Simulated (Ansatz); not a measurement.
**CH₄InO radical: a ladder of functionals and wavefunction methods**

An exercise on one series of results from a longer session: the logs are not shown, and one member is left open.

Computed with Ansatz 0.2.0, Gaussian basis. Level: functionals in def2-TZVPP, the program's frozen cores in correlated methods.

The runs, in order: LDA (SPW92), PBE-D4, revPBE-D4, BLYP-D4, r2SCAN-D4, B97M-V, PBE0-D4, B3LYP-D4, r2SCANh-D4, r2SCAN0-D4, HSE06-D4, BHLYP-D4, CAM-B3LYP-D4, LC-ωPBE, ωB97X-V, ωB97M-V, B2PLYP, PBE-QIDH; CCSD(T)/def2-SVP; CCSD(T)/def2-TZVPP; MP2/def2-QZVPP; extrapolation to the limit; RPA on PBE.

### Structure used throughout

An earlier PBE0-D4 in a triple-zeta def2 set relaxation fixed the geometry. In takes the def2 core potential; no spin-orbit term is included.

SMILES `[CH3][In][OH]`, 7 atoms, charge 0, spin multiplicity 2.

Atoms are counted from 1 here; the program's logs count them from 0.

Bond lengths: C1–In2 2.203 Å, C1–H4 1.089 Å, C1–H5 1.089 Å, C1–H6 1.090 Å, In2–O3 2.013 Å, O3–H7 0.960 Å. Angles: In2–C1–H4 109.4°, In2–C1–H5 109.1°, In2–C1–H6 106.0°, H4–C1–H5 110.1°, H4–C1–H6 111.1°, H5–C1–H6 111.0°, C1–In2–O3 110.9°, In2–O3–H7 115.5°.

The first run:

Contents of in.yaml:

```yaml
crystal:
  periodic: [false, false, false]
  atoms:
    - {symbol: C, position_ang: [-1.112372, 0.553782, -0.247895]}
    - {symbol: In, position_ang: [0.751851, -0.484074, -0.796570]}
    - {symbol: O, position_ang: [1.859966, -0.880936, 0.836230]}
    - {symbol: H, position_ang: [-1.965163, -0.017149, -0.612532]}
    - {symbol: H, position_ang: [-1.109988, 1.548383, -0.692435]}
    - {symbol: H, position_ang: [-1.115184, 0.612132, 0.840947]}
    - {symbol: H, position_ang: [2.690881, -1.332128, 0.672256]}
basis:
  gaussian: {orbitals: def2-TZVPP}
magnetization: {spin_polarized: true, initial_magnetization: 1}
hamiltonian: {xc: lda}
output: {orbitals: {seedname: orbitals}}
```

Steps of the session up to this table: LDA; PBE-D4 (GGA); revPBE-D4 (GGA); BLYP-D4 (GGA); r2SCAN-D4 (meta-GGA); B97M-V (meta-GGA); PBE0-D4 (hybrid); B3LYP-D4 (hybrid); r2SCANh-D4 (hybrid); r2SCAN0-D4 (hybrid); HSE06-D4 (hybrid); BHLYP-D4 (hybrid); CAM-B3LYP-D4 (range-separated); LC-ωPBE (range-separated); ωB97X-V (range-separated); ωB97M-V (range-separated); B2PLYP (double hybrid); PBE-QIDH (double hybrid).

One of the session's tables, all rows but one given; the rest of the session is left out.

It belongs to the step «Orbital energies across the functionals». 

```
  functional  HOMO (eV)  LUMO (eV)  gap (eV)
 LDA (SPW92)      -4.64      -3.94      0.70
      PBE-D4      -4.52      -3.60      0.92
   revPBE-D4      -4.47      -3.48      0.99
     BLYP-D4      -4.37      -3.62      0.75
   r2SCAN-D4      -4.86      -3.29      1.57
      B97M-V      -4.58      -3.76      0.82
     PBE0-D4          ?          ?         ?
    B3LYP-D4      -5.35      -3.15      2.20
  r2SCANh-D4      -5.25      -3.00      2.25
  r2SCAN0-D4      -5.83      -2.56      3.26
    HSE06-D4      -5.17      -3.14      2.02
    BHLYP-D4      -6.45      -2.07      4.37
CAM-B3LYP-D4      -6.76      -1.97      4.79
     LC-ωPBE      -8.04      -0.63      7.40
     ωB97X-V      -7.59      -0.98      6.61
     ωB97M-V      -7.56      -1.19      6.37
```

Q: Estimate the row for PBE0-D4 from the others.

**Answer.** HOMO (eV): -5.56; LUMO (eV): -2.77; gap (eV): 2.78. In the column «HOMO (eV)» it lies between r2SCAN0-D4 (-5.83) and B3LYP-D4 (-5.35).
